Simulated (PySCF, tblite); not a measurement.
# C₅H₇FOSi: geometry, infrared bands and NMR shifts

Wanted: the infrared bands and NMR shifts of C₅H₇FOSi (`C#CC[Si@]1(F)CCO1`), by calculation.

Programs: tblite 0.8.0 and PySCF 2.14.0, with density-fitted response routines of our own. Each step states its level of theory. These are calculated values for one molecule in the gas phase, unless marked as measured. Atoms count from 0, in the outputs and in this text.

## (1) The molecule as given

15 atoms, charge 0, multiplicity 1; geometry from: force field or distance geometry start.

Bonds of the start (Å): C0–C1 1.23, C1–C2 1.46, C2–Si3 1.87, Si3–F4 1.66, Si3–C5 1.85, C5–C6 1.49, C6–O7 1.41, O7–Si3 1.69, C0–H8 1.05, C2–H9 1.10, C2–H10 1.12, C5–H11 1.08, C5–H12 1.13, C6–H13 1.11, C6–H14 1.10.

## (2) Optimising the geometry with GFN2-xTB

Job settings and geometry (Å):

```
{"job": {"kind": "relax", "xc": "GFN2-xTB", "basis": "xTB"}, "charge": 0, "multiplicity": 1}
C      3.310100     0.416000     0.999300
C      2.228300    -0.158700     0.990600
C      0.966000    -0.887600     0.996200
Si     0.053800    -0.428900    -0.569200
F      1.022500     0.308900    -1.702100
C     -1.525600     0.430600    -0.138500
C     -2.105300    -0.568900    -1.074100
O     -1.086200    -1.541600    -1.120700
H      4.233300     0.921300     0.991500
H      1.204200    -1.960400     1.009400
H      0.349400    -0.569700     1.881800
H     -1.570200     1.478400    -0.416000
H     -1.791600     0.293500     0.948300
H     -3.031800    -1.083500    -0.738400
H     -2.261100    -0.147300    -2.080100
```

Started as:

```sh
$ OMP_NUM_THREADS=1 python probes_run.py task.json out
```

This one command runs all jobs of the session in turn.

**Question.** This job is followed by: GFN2-xTB harmonic vibrations, gas phase; GIAO PBE0/pcSseg-1 NMR shielding, non-relativistic, gas phase. Predict these results of the whole session: strongest single infrared mode (GFN2-xTB); zero-point energy (GFN2-xTB); ¹³C shifts against TMS (PBE0/pcSseg-1); ¹H shifts against TMS (PBE0/pcSseg-1); ²⁹Si shifts against TMS (PBE0/pcSseg-1); ¹⁹F shifts against CFCl3 (PBE0/pcSseg-1); ¹⁷O shifts against H2O (PBE0/pcSseg-1).

**Answer**, as computed:

```
                                 quantity                                         value
strongest single infrared mode (GFN2-xTB)                          913 cm⁻¹, 205 km/mol
             zero-point energy (GFN2-xTB)                                 67.5 kcal/mol
   ¹³C shifts against TMS (PBE0/pcSseg-1)               79.8, 75.0, 65.0, 27.0, 9.3 ppm
    ¹H shifts against TMS (PBE0/pcSseg-1)  4.47, 4.46, 2.34, 2.14, 2.07, 1.91, 1.27 ppm
  ²⁹Si shifts against TMS (PBE0/pcSseg-1)                                       5.6 ppm
 ¹⁹F shifts against CFCl3 (PBE0/pcSseg-1)                                    -127.7 ppm
   ¹⁷O shifts against H2O (PBE0/pcSseg-1)                                     134.6 ppm
```

What this shows: Over 113 steps the energy fell by 0.594 eV; of the close pairs, Si3–C5 changed most, 1.849 to 1.902 Å. All 39 modes are real, so the xTB geometry is a minimum. The strongest single mode, at 913 cm⁻¹, is carried by O7, Si3, C5. GFN2-xTB is a fitted tight-binding method: band positions and strengths are rough. Its intensities can rank the bands wrongly. At PBE0/pcSseg-1: Shielding is most anisotropic at C1 (span 283 ppm, paramagnetic term -155 ppm).
